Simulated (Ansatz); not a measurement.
# Ag (element-swapped structure): how the settings move a single-point run

Question: which choices in the input matter for Ag (element-swapped structure)?

Computed with Ansatz 0.2.0 (reference: DFT r2SCAN, plane waves, PAW, scalar-relativistic, no spin polarisation, unless a step's input says otherwise).

1 further run of the same task is left out (set aside as unsound or not needed).

## (1) The starting structure

Symmetry: P6_3/mmc, No. 194, hexagonal system. Conventional cell: a = 3.060 Å, b = 3.060 Å, c = 9.909 Å, α = 90.00°, β = 90.00°, γ = 120.00°. Ag (site symmetry -3m) is surrounded by 12 Ag at 3.04 to 3.06 Å. Around Ag (site symmetry -6m2) lie 12 Ag at 3.04 to 3.06 Å.

As a file:

```xyz
4
Lattice="1.5299 2.6499 0.0000 -1.5299 2.6499 0.0000 0.0000 0.0000 9.9087" Properties=species:S:1:pos:R:3 pbc="T T T"
Ag    0.0000    0.0000    0.0000
Ag    0.0000    0.0000    4.9544
Ag    0.0000    1.7666    7.4316
Ag    0.0000    3.5332    2.4772
```

## (2) Baseline

Contents of input.yaml:

```yaml
crystal:
  lattice:
    - [1.52991, 2.649879, 0.0]
    - [-1.52991, 2.649879, 0.0]
    - [0.0, 0.0, 9.908742]
  atoms:
    - { symbol: Ag, position: [0.0, 0.0, 0.0] }
    - { symbol: Ag, position: [0.0, 0.0, 0.5] }
    - { symbol: Ag, position: [0.33333, 0.33334, 0.75] }
    - { symbol: Ag, position: [0.66666, 0.66667, 0.25] }
  symmetry: { tolerance: 0.0003 }
kpoints:
  mp_grid: { grid: [7, 7, 2], shift: [0, 0, 0] }
magnetization:
  spin_polarized: false
scf:
  occupations: { method: cold, width: 0.0222 }
hamiltonian:
  pseudopotentials: { kind: paw }
  xc: r2scan
basis:
  ecutwfc: 500
output:
  forces: true
  stress: true
  eigenvalues: true
```

Run with:

```bash
$ ansatz run input.yaml --threads 1 --pin off --max-ram 2560MiB --backend cpu --events-out ev --progress --plain --runs-dir out
```

## (3) Changing settings: ecutwfc 300 eV

input.yaml, as its differences from that of step 2:

```diff
@@ -21,3 +21,3 @@
 basis:
-  ecutwfc: 500
+  ecutwfc: "300 eV"
 output:
```

## (4) Changing settings: mp_grid.grid [2, 2, 1], lower_state_search full

input.yaml, as its differences from that of step 2:

```diff
@@ -12,3 +12,3 @@
 kpoints:
-  mp_grid: { grid: [7, 7, 2], shift: [0, 0, 0] }
+  mp_grid: { grid: [2, 2, 1], shift: [0, 0, 0] }
 magnetization:
@@ -17,2 +17,3 @@
   occupations: { method: cold, width: 0.0222 }
+  lower_state_search: full
 hamiltonian:
@@ -26 +27,5 @@
   eigenvalues: true
+  write_density: true
+  write_potential: true
+  elf: true
+  volumetric_format: npy
```

## (5) Changed: lower_state_search off

input.yaml, as its differences from that of step 2:

```diff
@@ -17,2 +17,3 @@
   occupations: { method: cold, width: 0.0222 }
+  lower_state_search: "off"
 hamiltonian:
```

Q: Predict the outcome of this session. Wanted: for each run, ending; energy change; pressure; gap; force.

The runs gave:

```csv
run,ending,energy change,pressure (GPa),gap (eV),force (eV/Å),cycles,time
reference,converged,0,-10.0,0.00,0.00,7,6.1 s
1: ecutwfc 300 eV,converged,+122.4 meV/atom,-10.1,0.00,0.00,7,3.2 s
"2: mp_grid.grid [2, 2, 1], lower_state_search full",converged,+1.11 eV/atom,-3.2,0.00,0.00,8,2.5 s
3: lower_state_search off,converged,0.0 meV/atom,-10.0,0.00,0.00,7,6.5 s
```

Times don't compare one to one where runs were asked for different outputs or read a saved state (see the inputs); cycles may leave out searches for a lower state.

Residual by cycle in the longest SCF loop of each run; runs are numbered as in the table. The quantity is the density residual dr2, in eV.

```csv
cycle,reference,run 1,run 2,run 3
1,0.088,0.0695,0.21,0.088
2,0.0103,0.017,0.059,0.0103
3,0.00247,0.00225,0.0127,0.00247
4,6.2e-5,6.8e-5,5.3e-4,6.2e-5
5,3.6e-6,1.6e-5,2.4e-5,3.6e-6
6,1.8e-7,1.1e-6,4.6e-6,1.8e-7
7,6.9e-8,2.0e-8,7.4e-7,6.9e-8
8,-,-,3.3e-8,-
```

Of the converged runs whose energies compare with the reference's, «mp_grid.grid [2, 2, 1], lower_state_search full» moves the energy most (+1.11 eV/atom) and «lower_state_search off» least (0.0 meV/atom). Run 1 ran under the cutoff that the potentials recommend, as the log warns, so basis error is mixed into its values.

Caveats on the reference run: its mesh is coarse for a cell with so small a gap or none; the structure is made up and not relaxed.
